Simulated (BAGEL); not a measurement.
# CH3ClFOSi (SMILES CO[Si](F)Cl): UHF/6-31G(d) (density fitting with qzvpp-jkfit, spherical functions)

Aim: the vertical ionisation energy of CH3ClFOSi at UHF/6-31G* (density fitting with qzvpp-jkfit, spherical functions), from 2 runs. 

The results are computed with BAGEL 1.2.2.

1 further run of the same task is left out (it didn't finish). Runs told in other sessions of the task aren't counted.

### Step 1. The structure to begin with

CH3ClFOSi has 8 atoms, charge 0, and is taken as a doublet. SMILES: `CO[Si](F)Cl`. The coordinates come from a PBE0-D4/def2-TZVP relaxation. This is one conformer, not always the lowest.

Bond lengths: C1–O2 1.415 Å, O2–Si3 1.621 Å, Si3–F4 1.588 Å, Si3–Cl5 2.059 Å, C1–H6 1.093 Å, C1–H7 1.090 Å, C1–H8 1.093 Å. Angles: C1–O2–Si3 127.1°, O2–Si3–F4 105.6°, O2–Si3–Cl5 110.7°, F4–Si3–Cl5 108.5°, O2–C1–H6 110.9°, O2–C1–H7 107.5°, O2–C1–H8 111.2°, H6–C1–H7 108.9°, H6–C1–H8 109.2°, H7–C1–H8 109.1°.

### Step 2. The energy at UHF/6-31G(d) (density fitting with qzvpp-jkfit, spherical functions)

The input, hf.json:

```json
{ "bagel" : [

{
  "title" : "molecule",
  "basis" : "6-31gs.json",
  "df_basis" : "qzvpp-jkfit",
  "angstrom" : "true",
  "geometry" : [
    { "atom" : "C", "xyz" : [   -0.458100,   -0.553300,    0.973700 ] },
    { "atom" : "O", "xyz" : [    0.278400,   -0.634200,   -0.231600 ] },
    { "atom" : "Si", "xyz" : [    1.040400,    0.575500,   -0.994800 ] },
    { "atom" : "F", "xyz" : [    1.414300,    0.007600,   -2.429900 ] },
    { "atom" : "Cl", "xyz" : [   -0.216200,    2.187700,   -1.238400 ] },
    { "atom" : "H", "xyz" : [    0.207000,   -0.409200,    1.829100 ] },
    { "atom" : "H", "xyz" : [   -0.991000,   -1.496000,    1.096600 ] },
    { "atom" : "H", "xyz" : [   -1.182600,    0.264700,    0.939200 ] }
  ]
},
{ "title" : "uhf", "nopen" : 1 },
{ "title" : "print", "file" : "orbitals.molden", "orbitals" : "true" }

]}
```

The basis set 6-31G* is read from a file made from the Basis Set Exchange's data (not shown).

On the command line:

```bash
$ BAGEL_NUM_THREADS=1 BAGEL hf.json > hf.out
```

Log:

```text
* using 1 threads per process

  ===============================================================
  ===============================================================

  *** Geometry ***

  { "atom" : "C", "xyz" : [     -0.865684,     -1.045585,      1.840026 ] },
  { "atom" : "O", "xyz" : [      0.526100,     -1.198464,     -0.437661 ] },
  { "atom" : "Si", "xyz" : [      1.966071,      1.087537,     -1.879900 ] },
  { "atom" : "F", "xyz" : [      2.672640,      0.014362,     -4.591846 ] },
  { "atom" : "Cl", "xyz" : [     -0.408559,      4.134154,     -2.340237 ] },
  { "atom" : "H", "xyz" : [      0.391173,     -0.773276,      3.456498 ] },
  { "atom" : "H", "xyz" : [     -1.872719,     -2.827030,      2.072274 ] },
  { "atom" : "H", "xyz" : [     -2.234790,      0.500211,      1.774831 ] },

  Number of auxiliary basis functions:      539

  Since a DF basis is specified, we compute 2- and 3-index integrals:
    o Being stored without compression. Storage requirement is 0.030 GB

  Number of basis functions:       84
  Number of electrons      :       57

    * METHOD: MOLECULE                             0.34

  *** Open-shell HF ***

  === Nuclear Repulsion ===
   295.6307972791

      * DIIS with orbital gradients will be used.

  === UHF iteration (6-31gs.json) ===
      0       -962.16123569          0.03979979           0.19
      1       -962.32386125          0.02689842           0.19
      2       -962.37992258          0.01713109           0.19
      3       -962.41723017          0.00100370           0.19
      4       -962.41781125          0.00047231           0.19
      5       -962.41791846          0.00012413           0.19
      6       -962.41793924          0.00005868           0.19
      7       -962.41794414          0.00002419           0.19
      8       -962.41794595          0.00000657           0.19
      9       -962.41794618          0.00000283           0.19
     10       -962.41794622          0.00000146           0.19
     11       -962.41794623          0.00000046           0.20
     12       -962.41794623          0.00000020           0.19
     13       -962.41794623          0.00000009           0.19
     14       -962.41794623          0.00000005           0.19
     15       -962.41794623          0.00000002           0.19
     16       -962.41794623          0.00000001           0.19
    * SCF iteration converged.

    * S^2 (UHF) is 0.7537

    * Permanent dipole moment:
           (   -0.046397,     0.148680,    -1.127592) a.u.

    * METHOD: UHF                                  3.51

    * METHOD: PRINT                                0.02

  ===============================================================
```

Run time: 4.2 s. Hardware: 1 thread of Arm Neoverse V1, shared host; peak memory 0.13 GiB.

### Step 3. The singlet cation at the same level

The input, hf.json:

```json
{ "bagel": [

{
  "title": "molecule",
  "basis": "6-31gs.json",
  "df_basis": "qzvpp-jkfit",
  "angstrom": "true",
  "geometry": [
    { "atom": "C", "xyz": [   -0.458100,   -0.553300,    0.973700 ] },
    { "atom": "O", "xyz": [    0.278400,   -0.634200,   -0.231600 ] },
    { "atom": "Si", "xyz": [    1.040400,    0.575500,   -0.994800 ] },
    { "atom": "F", "xyz": [    1.414300,    0.007600,   -2.429900 ] },
    { "atom": "Cl", "xyz": [   -0.216200,    2.187700,   -1.238400 ] },
    { "atom": "H", "xyz": [    0.207000,   -0.409200,    1.829100 ] },
    { "atom": "H", "xyz": [   -0.991000,   -1.496000,    1.096600 ] },
    { "atom": "H", "xyz": [   -1.182600,    0.264700,    0.939200 ] }
  ]
},
{
  "title": "hf",
  "charge": 1
},
{
  "title": "print",
  "file": "orbitals.molden",
  "orbitals": "true"
}

]}
```

The basis set 6-31G* is read from a file made from the Basis Set Exchange's data (not shown).

On the command line:

```bash
$ BAGEL_NUM_THREADS=1 BAGEL hf.json > hf.out
```

Log:

```text
* using 1 threads per process

  ===============================================================
  ===============================================================

  *** Geometry ***

  { "atom" : "C", "xyz" : [     -0.865684,     -1.045585,      1.840026 ] },
  { "atom" : "O", "xyz" : [      0.526100,     -1.198464,     -0.437661 ] },
  { "atom" : "Si", "xyz" : [      1.966071,      1.087537,     -1.879900 ] },
  { "atom" : "F", "xyz" : [      2.672640,      0.014362,     -4.591846 ] },
  { "atom" : "Cl", "xyz" : [     -0.408559,      4.134154,     -2.340237 ] },
  { "atom" : "H", "xyz" : [      0.391173,     -0.773276,      3.456498 ] },
  { "atom" : "H", "xyz" : [     -1.872719,     -2.827030,      2.072274 ] },
  { "atom" : "H", "xyz" : [     -2.234790,      0.500211,      1.774831 ] },

  Number of auxiliary basis functions:      539

  Since a DF basis is specified, we compute 2- and 3-index integrals:
    o Being stored without compression. Storage requirement is 0.030 GB

  Number of basis functions:       84
  Number of electrons      :       57

    * METHOD: MOLECULE                             0.33

  *** RHF ***

  === Nuclear Repulsion ===
   295.6307972791

      * DIIS with orbital gradients will be used.

  === RHF iteration (6-31gs.json) ===
      0       -961.81342115          0.02163421           0.10
      1       -961.96667649          0.01577524           0.09
      2       -962.08097751          0.00151616           0.09
      3       -962.08258184          0.00065549           0.09
      4       -962.08287001          0.00016150           0.09
      5       -962.08290086          0.00006991           0.09
      6       -962.08290782          0.00003123           0.09
      7       -962.08291046          0.00001103           0.09
      8       -962.08291078          0.00000468           0.09
      9       -962.08291082          0.00000271           0.09
     10       -962.08291084          0.00000107           0.09
     11       -962.08291084          0.00000049           0.09
     12       -962.08291084          0.00000023           0.09
     13       -962.08291084          0.00000011           0.09
     14       -962.08291084          0.00000005           0.09
     15       -962.08291084          0.00000002           0.09
     16       -962.08291084          0.00000001           0.09
     17       -962.08291084          0.00000001           0.09
    * SCF iteration converged.

    * Permanent dipole moment:
           (   -0.934306,    -0.257715,    -1.429275) a.u.

    * METHOD: HF                                   1.91

    * METHOD: PRINT                                0.02

  ===============================================================
```

It took 2.4 s on 1 thread of Arm Neoverse V1, shared host; peak memory 0.14 GiB.

### Step 4. Summary of results

Level: UHF/6-31G* (density fitting with qzvpp-jkfit, spherical functions).

```
                                          quantity          value
                   doublet CH3ClFOSi: total energy  -962.41795 Eh
                  doublet CH3ClFOSi: dipole moment         2.89 D
                           doublet CH3ClFOSi: ⟨S²⟩          0.754
                      singlet cation: total energy  -962.08291 Eh
                       singlet cation: HOMO energy      -18.78 eV
                       singlet cation: LUMO energy       -8.03 eV
                     singlet cation: HOMO–LUMO gap       10.75 eV
vertical ionisation energy (to the singlet cation)       9.117 eV
```

What this shows: Removing an electron at fixed nuclei costs 9.12 eV (880 kJ/mol).
